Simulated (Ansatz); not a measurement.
# F2H4OSi: the cost of one run

Method: RKS B3LYP/6-31G*, in Ansatz 0.2.0.

## Step 1: Starting point

Bond lengths: Si1–F2 1.940 Å, Si1–F3 1.590 Å, Si1–H4 1.459 Å, Si1–H5 1.459 Å, Si1–O6 1.980 Å, O6–H7 1.010 Å. Angles: F2–Si1–F3 109.5°, F2–Si1–H4 109.5°, F2–Si1–H5 109.5°, F2–Si1–O6 71.6°, F3–Si1–H4 109.5°, F3–Si1–H5 109.5°, F3–Si1–O6 178.9°, H4–Si1–H5 109.5°, H4–Si1–O6 70.0°, H5–Si1–O6 70.0°, Si1–O6–H7 109.5°.

As a file:

```xyz
8

Si    0.0000    0.0000    0.0000
F     0.0000    0.0000    1.9400
F     1.4994    0.0000   -0.5295
H    -0.6877    1.1914   -0.4862
H    -0.6877   -1.1914   -0.4862
O    -1.8790    0.0000    0.6243
H    -2.4241   -0.6297    0.0530
H    -1.1493    0.0000    1.6846
```

## Step 2: Pulling towards end A

Springs on the bonds that form and break draw the guess towards this end; the thresholds are loose.

Input file input.yaml:

```yaml
crystal:
  periodic: [false, false, false]
  atoms:
    - { symbol: Si, position_ang: [0.0, 0.0, 0.0] }
    - { symbol: F, position_ang: [0.0, 0.0, 1.94] }
    - { symbol: F, position_ang: [1.4994, 0.0, -0.5295] }
    - { symbol: H, position_ang: [-0.6877, 1.1914, -0.4862] }
    - { symbol: H, position_ang: [-0.6877, -1.1914, -0.4862] }
    - { symbol: O, position_ang: [-1.879, 0.0, 0.6243] }
    - { symbol: H, position_ang: [-2.4241, -0.6297, 0.053] }
    - { symbol: H, position_ang: [-1.1493, 0.0, 1.6846] }
basis:
  gaussian: { orbitals: "6-31G*" }
hamiltonian:
  xc: b3lyp
relax:
  f_tol: 0.15
  max_steps: 25
  restrain:
    - { distance: [0, 5], at: 2.88, k: 30.0 }
    - { distance: [7, 1], at: 2.12, k: 30.0 }
    - { distance: [0, 1], at: 1.59, k: 30.0 }
    - { distance: [7, 5], at: 1.01, k: 30.0 }
output:
  orbitals: {}
```

Started as:

```bash
> ansatz run input.yaml --threads 1 --pin off --max-ram 2048MiB --backend cpu --events-out ev --progress --plain --runs-dir out
```

Q: Estimate wall time and peak memory on 1 thread of Arm Neoverse V1, shared host.

About 28 s, with a peak of 0.14 GiB.
